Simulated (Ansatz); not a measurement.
# Tl3S (I4/mmm) in Ansatz: convergence with smearing width

Aim: find how far smearing width must go before the results for Tl3S settle, at PBEsol. This setting moves, with any that are tied to it; all else stays.

Everything below comes from runs of Ansatz 0.2.0. Logs are shortened: lines on timing, memory, paths and dates and some standing lists are left out, and cuts for length are marked.

**1. The structure**

Symmetry: I4/mmm, No. 139, tetragonal system. Conventional cell: a = 4.702 Å, b = 4.702 Å, c = 10.286 Å, α = 90.00°, β = 90.00°, γ = 90.00°. Around Tl (site symmetry 4/mmm) lie 4 S at 3.32 Å and 8 Tl at 3.48 Å. Tl (site symmetry -4m2) is surrounded by 8 Tl at 3.32 to 3.48 Å and 4 S at 3.48 Å. Around S (site symmetry 4/mmm) lie 12 Tl at 3.32 to 3.48 Å.

The cell comes from a database or a generator and needn't be the stable form of this composition.

**2. With smearing width 0.3 eV**

Contents of input.yaml:

```yaml
crystal:
  lattice:
    - [-2.35097, 2.35097, 5.142801]
    - [2.35097, -2.35097, 5.142801]
    - [2.35097, 2.35097, -5.142801]
  atoms:
    - { symbol: Tl, position: [0.5, 0.5, 0.0] }
    - { symbol: Tl, position: [0.25, 0.75, 0.5] }
    - { symbol: Tl, position: [0.75, 0.25, 0.5] }
    - { symbol: S, position: [0.0, 0.0, 0.0] }
hamiltonian:
  xc: pbesol
  pseudopotentials: { kind: nc, accuracy: standard }
kpoints:
  mp_grid: { grid: [7, 7, 7] }
scf:
  occupations: { method: fermi_dirac, width: 0.3 }
output:
  forces: true
  stress: true
  eigenvalues: true
```

Potentials or basis: PseudoDojo standard (PBEsol files).

Run with:

```
> ansatz run input.yaml --threads 2 --pin off --max-ram 5632MiB --backend cpu --events-out ev --progress --plain --runs-dir out
```

Log:

```text
Warning: RAYON_NUM_THREADS=2 ignored (pool sized by the plan → 2); use --threads N
band count auto-derived: 30 (N_el = 45.0; filled up to band 23; 27 by the electrons, moments and atoms)
Engine: ansatz 0.2.0, aarch64-unknown-linux-gnu
Pseudopotentials: kind: nc
Pseudopotential: Tl, nc, valence charge 13, recommended cutoff 843.552974 eV (normal), Tl.nc.azcp (PseudoDojo's, or run here from an input of PseudoDojo's; its table is named by hamiltonian.pseudopotentials.accuracy)
Pseudopotential: S, nc, valence charge 6, recommended cutoff 707.496042 eV (normal), S.nc.azcp (PseudoDojo's, or run here from an input of PseudoDojo's; its table is named by hamiltonian.pseudopotentials.accuracy)
Functional definition: PBEsol
  exchange = pbesol_x
  correlation = pbesol_c
Crystal: 4 atoms, lattice volume = 113.698 Å³
Basis set: ecut = 843.552974 eV, 6337 PW (Γ), exchange–correlation on 120×120×120 points (8 copies of the dense FFT grid, shifted against one another)
Bands: 30, of which v1, the nominal top of the filled ones, is band 23 counted from 1 (22 counted from 0)
Symmetry: 16 space group operations
Space group: I4/mmm (ITA 139), of the structure as read, at distance tolerance 4.8e-5 Å
k-points: 40 of 343
Non-local potential: Tl, projectors of the file, l = 0: 2, l = 1: 2, l = 2: 2
Non-local potential: S, projectors of the file, l = 0: 2, l = 1: 2, l = 2: 2
Initial density: superposition of atomic densities (chi_scale 0.1, normalization cell, long waves kept (reshape's long-wave potential 0.03 eV rms))
Initial wavefunctions: pseudopotential atomic-orbital guess
Functional: x = pbesol(κ = 0.804, μ = 0.12345679012345678), c = pbesol(β = 0.046)
SCF iter   1: F=—  HF=-5254.761197 eV  |F-HF|=—  |Δ(HF+E_count)|=         —  Δρ=1.47e-2  dr2=4.33e-1  ethr=3.10e-3  ⟨swp⟩=6.4  Hψ=4928  notcnv=0
preconditioner: auto → Kerker (q_TF=auto, 2.338 Å⁻¹)  [metal: Δε(μ)=0.011 eV  Ē_g=12.777 eV  σ=0.300 eV  W_gap=0.01  n_scr=30 (ndim 8)  ℏωp=23.4 eV  f_vac=0.000  D(μ)=1.50/eV (n_scr^D=10)]
SCF iter   2: F=—  HF=-5254.699111 eV  |F-HF|=—  |Δ(HF+E_count)|=   6.21e-2  Δρ=5.32e-3  dr2=4.21e-2  ethr=9.62e-4  ⟨swp⟩=1.3  Hψ=1532  notcnv=0
SCF iter   3: F=—  HF=-5254.694414 eV  |F-HF|=—  |Δ(HF+E_count)|=   4.70e-3  Δρ=2.39e-3  dr2=1.07e-2  ethr=9.35e-5  ⟨swp⟩=1.4  Hψ=1224  notcnv=0
SCF iter   4: F=—  HF=-5254.692878 eV  |F-HF|=—  |Δ(HF+E_count)|=   1.54e-3  Δρ=4.91e-4  dr2=4.67e-4  ethr=2.38e-5  ⟨swp⟩=2.7  Hψ=1954  notcnv=0
SCF iter   5: F=—  HF=-5254.692838 eV  |F-HF|=—  |Δ(HF+E_count)|=   3.99e-5  Δρ=2.02e-4  dr2=1.52e-4  ethr=1.04e-6  ⟨swp⟩=2.1  Hψ=2098  notcnv=0
SCF iter   6: F=—  HF=-5254.692808 eV  |F-HF|=—  |Δ(HF+E_count)|=   3.06e-5  Δρ=4.03e-5  dr2=5.48e-6  ethr=3.37e-7  ⟨swp⟩=1.9  Hψ=1253  notcnv=0
SCF iter   7: F=—  HF=-5254.692637 eV  |F-HF|=—  |Δ(HF+E_count)|=   1.70e-4  Δρ=7.57e-6  dr2=6.21e-8  ethr=2.22e-10  ⟨swp⟩=7.5  Hψ=7864  notcnv=0
SCF iter   8: F=-5254.692637 eV  HF=-5254.692637 eV  |F-HF|=1.07e-10  |Δ(HF+E_count)|=   1.42e-8  Δρ=1.52e-6  dr2=3.27e-9  ethr=1.38e-10  ⟨swp⟩=2.5  Hψ=4399  notcnv=0
SCF 1 converged in 8 iterations: F = -5254.692637 eV  dr2 = 3.27e-9
SCF converged after 8 iterations
Free energy (F): -5254.692637 eV
Harris-Foulkes:  -5254.692637 eV  (|F-HF|=1.07e-10)
Internal energy: -5254.270994 eV  (E = F + TS)
E sigma→0 (E₀):  -5254.481816 eV
Entropy (-TS):   -0.421643 eV (-105.411 meV/atom)
Fermi energy:    8.617623 eV
--- Per-component energies (eV) ---
  E_band       = -20.493649
  E_kinetic    = 2661.634982
  E_local      = -2839.157229  (includes V_loc(G=0)·N_el)
  E_nonlocal   = -818.123844
  E_hartree    = 949.737352
  E_xc         = -1635.659434
  E_vxc        = -924.321478  (∫ρ·V_xc dr)
  E_ewald      = -3572.702822
  E_smearing   = -0.421643  (= −TS)
  E_closure    = -0.000000  (closes the sum)
  Σ components = -5254.692637   (vs F -5254.692637, Δ=0.00e0)
--- Forces (eV/Å), atoms counted from 1 ---
  atom   1  Tl    -0.00000000    -0.00000000     0.00000000
  atom   2  Tl     0.00000000     0.00000000     0.00000000
  atom   3  Tl     0.00000000     0.00000000     0.00000000
  atom   4  S     -0.00000000     0.00000000    -0.00000000
  max |Σ_I F_I| component: 8.14e-31 eV/Å
--- Stress (GPa, compression-positive) ---
       -2.537942      -0.000000       0.000000
       -0.000000      -2.537942      -0.000000
       -0.000000       0.000000      -2.784336
  P = ⅓ Tr σ = -2.6201 GPa (-26.201 kbar)
--- Band table (eV; the first three rows and the last of 40) ---
  k-point 0: bands = ["-3.3564", "-3.2512", "-3.0485", "-2.9587", "-2.8399", "-2.8399", "-2.7579", "-2.7579", "-2.5679", "-2.5358", "-2.5317", "-2.4565", "-2.4452", "-2.4018", "-2.4018", "-2.2787", "0.7315", "4.8018", "5.6205", "5.6689", "6.7280", "6.7280", "9.0575", "9.0575", "9.3157", "11.2332", "12.5741", "12.5741", "15.2990", "16.2590"]
  k-point 1: bands = ["-3.2939", "-3.1851", "-2.9959", "-2.9040", "-2.8122", "-2.7988", "-2.7669", "-2.7543", "-2.5774", "-2.5753", "-2.5325", "-2.4694", "-2.4493", "-2.4480", "-2.4358", "-2.3360", "0.7821", "4.6036", "4.8351", "5.8598", "6.3673", "7.3285", "7.7161", "10.6648", "10.7185", "11.0738", "11.1325", "13.5891", "14.8562", "15.1248"]
  k-point 2: bands = ["-3.2916", "-3.0961", "-2.8903", "-2.8024", "-2.7955", "-2.7631", "-2.7507", "-2.7259", "-2.7164", "-2.6373", "-2.5420", "-2.5139", "-2.5034", "-2.4359", "-2.3457", "-2.2859", "1.1275", "3.8749", "4.3956", "5.6757", "5.9276", "7.1444", "7.2953", "10.4328", "11.3309", "11.4233", "12.4379", "13.7803", "14.6399", "15.5057"]
  k-point 39: bands = ["-3.3153", "-3.2021", "-2.9983", "-2.9952", "-2.9175", "-2.8844", "-2.7443", "-2.6117", "-2.6049", "-2.5318", "-2.4562", "-2.3939", "-2.3783", "-2.3622", "-2.3362", "-2.3332", "0.5135", "2.7225", "4.7997", "6.2343", "7.0143", "7.8836", "9.8092", "9.9988", "11.9671", "12.4634", "13.0836", "13.6508", "13.8165", "14.7112"]
```

Wall time 12 s (2 threads of Arm Neoverse V1, shared host); peak memory 0.61 GiB.

Results:

```yaml
Free_energy: -5254.6926 eV
Pressure: -2.6 GPa
Band_gap_on_the_k_mesh: none (metal or under the smearing width)
```

**3. With smearing width 0.2 eV**

input.yaml, as its differences from that of step 2:

```diff
@@ -16,3 +16,3 @@
 scf:
-  occupations: { method: fermi_dirac, width: 0.3 }
+  occupations: { method: fermi_dirac, width: 0.2 }
 output:
```

Potentials or basis: PseudoDojo standard (PBEsol files).

Run with:

```
> ansatz run input.yaml --threads 2 --pin off --max-ram 5632MiB --backend cpu --events-out ev --progress --plain --runs-dir out
```

It took 9.8 s on 2 threads of Arm Neoverse V1, shared host; peak memory 0.6 GiB.

Results:

```yaml
Free_energy: -5254.5816 eV
Pressure: -2.8 GPa
Band_gap_on_the_k_mesh: none (metal or under the smearing width)
```

**4. With smearing width 0.15 eV**

input.yaml, as its differences from that of step 3:

```diff
@@ -16,3 +16,3 @@
 scf:
-  occupations: { method: fermi_dirac, width: 0.2 }
+  occupations: { method: fermi_dirac, width: 0.15 }
 output:
```

Run with:

```
> ansatz run input.yaml --threads 2 --pin off --max-ram 5632MiB --backend cpu --events-out ev --progress --plain --runs-dir out
```

It took 11 s on 2 threads of Arm Neoverse V1, shared host; peak memory 0.6 GiB.

What came out:

```
Free energy            : -5254.5460 eV
Pressure               : -2.8 GPa
Band gap on the k mesh : none (metal or under the smearing width)
```

**5. With smearing width 0.1 eV**

input.yaml, as its differences from that of step 4:

```diff
@@ -16,3 +16,3 @@
 scf:
-  occupations: { method: fermi_dirac, width: 0.15 }
+  occupations: { method: fermi_dirac, width: 0.1 }
 output:
```

Run with:

```
> ansatz run input.yaml --threads 2 --pin off --max-ram 5632MiB --backend cpu --events-out ev --progress --plain --runs-dir out
```

Wall time 9.3 s (2 threads of Arm Neoverse V1, shared host); peak memory 0.59 GiB.

Results:

```
Free energy            : -5254.5209 eV
Pressure               : -2.8 GPa
Band gap on the k mesh : none (metal or under the smearing width)
```

**6. With smearing width 0.05 eV**

input.yaml, as its differences from that of step 5:

```diff
@@ -16,3 +16,3 @@
 scf:
-  occupations: { method: fermi_dirac, width: 0.1 }
+  occupations: { method: fermi_dirac, width: 0.05 }
 output:
```

Potentials or basis: PseudoDojo standard (PBEsol files).

Run with:

```
> ansatz run input.yaml --threads 2 --pin off --max-ram 5632MiB --backend cpu --events-out ev --progress --plain --runs-dir out
```

It took 9.3 s on 2 threads of Arm Neoverse V1, shared host; peak memory 0.59 GiB.

It converged, with:

| Item | Value |
| --- | --- |
| Free energy | -5254.5036 eV |
| Pressure | -2.8 GPa |
| Band gap on the k mesh | none (metal or under the smearing width) |

**7. With smearing width 0.025 eV**

input.yaml, as its differences from that of step 6:

```diff
@@ -16,3 +16,3 @@
 scf:
-  occupations: { method: fermi_dirac, width: 0.05 }
+  occupations: { method: fermi_dirac, width: 0.025 }
 output:
```

Run with:

```
> ansatz run input.yaml --threads 2 --pin off --max-ram 5632MiB --backend cpu --events-out ev --progress --plain --runs-dir out
```

Run time: 9.2 s. Hardware: 2 threads of Arm Neoverse V1, shared host; peak memory 0.59 GiB.

The run converged. Its results:

```yaml
Free_energy: -5254.4968 eV
Pressure: -2.8 GPa
Band_gap_on_the_k_mesh: none (metal or under the smearing width)
```

**8. With smearing width 0.01 eV**

input.yaml, as its differences from that of step 7:

```diff
@@ -16,3 +16,3 @@
 scf:
-  occupations: { method: fermi_dirac, width: 0.025 }
+  occupations: { method: fermi_dirac, width: 0.01 }
 output:
```

Run with:

```
> ansatz run input.yaml --threads 2 --pin off --max-ram 5632MiB --backend cpu --events-out ev --progress --plain --runs-dir out
```

Wall time 9.1 s (2 threads of Arm Neoverse V1, shared host); peak memory 0.59 GiB.

It converged, with:

| Property | Result |
| --- | --- |
| Free energy | -5254.4937 eV |
| Pressure | -2.9 GPa |
| Band gap on the k mesh | none (metal or under the smearing width) |

**9. With smearing width 0.005 eV**

input.yaml, as its differences from that of step 8:

```diff
@@ -16,3 +16,3 @@
 scf:
-  occupations: { method: fermi_dirac, width: 0.01 }
+  occupations: { method: fermi_dirac, width: 0.005 }
 output:
```

Potentials or basis: PseudoDojo standard (PBEsol files).

Run with:

```
> ansatz run input.yaml --threads 2 --pin off --max-ram 5632MiB --backend cpu --events-out ev --progress --plain --runs-dir out
```

Run time: 8.8 s. Hardware: 2 threads of Arm Neoverse V1, shared host; peak memory 0.59 GiB.

It converged, with:

| Quantity | Value |
| --- | --- |
| Free energy | -5254.4931 eV |
| Pressure | -2.9 GPa |
| Band gap on the k mesh | none (metal or under the smearing width) |

**10. Result**

```tsv
smearing width	energy less the tightest run, at zero smearing (meV/atom)	pressure (GPa)	SCF cycles	CPU time (s)	peak memory (GiB)
0.3 eV	2.76	-2.62	8	23	0.61
0.2 eV	-1.35	-2.77	8	19	0.6
0.15 eV	-2.05	-2.81	8	22	0.6
0.1 eV	-1.86	-2.83	7	18	0.59
0.05 eV	-0.85	-2.85	7	18	0.59
0.025 eV	-0.23	-2.85	7	18	0.59
0.01 eV	-0.03	-2.86	7	18	0.59
0.005 eV	0.00	-2.86	7	17	0.59
```

Against the tightest run, the energy stays within 1 meV/atom from 0.05 eV on; the pressure stays within 0.1 GPa from 0.2 eV on. Narrower smearing needs a denser k mesh, so at a fixed mesh the narrowest width isn't the most accurate. The tightest run that finished is the yardstick and may itself not be fully converged.
